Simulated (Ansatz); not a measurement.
Crystal: RuRh.

```
CELL_PARAMETERS angstrom
2.70942 0.00000 0.00000
-1.35471 2.34642 0.00000
0.00000 0.00000 4.29837
ATOMIC_POSITIONS crystal
Rh 0.66667 0.33333 0.00000
Ru 0.00000 0.00000 0.50000
```

The cell comes from a database or a generator and needn't be the stable form of this composition.

```yaml
Program: Ansatz 0.2.0
Task: relaxation of cell and atoms
Functional: PBE
Potentials_or_basis: Ansatz PAW
Cutoff: "420 eV (not typed: the program's choice for these potentials)"
k_mesh: 11 × 11 × 6
Occupations: fermi-dirac, width 0.05 eV
Spin: no spin polarisation
```

At the start: volume 13.66 Å³/atom.

How do energy, volume and symmetry change on relaxing?

It ends after 5 steps and the volume is 13.89 Å³/atom (+1.7 %); space group P-6m2 (No. 187, to 0.05 Å).

The path:
```csv
step,energy change (eV),largest force (eV/Å),volume (Å³)
1,0.0000,0.0000,27.33
2,-0.0004,0.0000,28.23
3,-0.0068,0.0000,27.80
4,-0.0068,0.0000,27.79
5,-0.0071,0.0000,27.79
```

Final structure:
```cif
data_structure
_symmetry_space_group_name_H-M 'P 1'
_symmetry_Int_Tables_number 1
_cell_length_a 2.7251
_cell_length_b 2.7251
_cell_length_c 4.3210
_cell_angle_alpha 90.000
_cell_angle_beta 90.000
_cell_angle_gamma 120.000
_cell_volume 27.79
loop_
_atom_site_label
_atom_site_type_symbol
_atom_site_fract_x
_atom_site_fract_y
_atom_site_fract_z
_atom_site_occupancy
Rh1 Rh 0.66667 0.33333 0.00000 1
Ru1 Ru 0.00000 0.00000 0.50000 1
```

Caveat: the plane-wave basis is chosen anew once the cell has moved, so the energies of steps on either side of that aren't comparable.
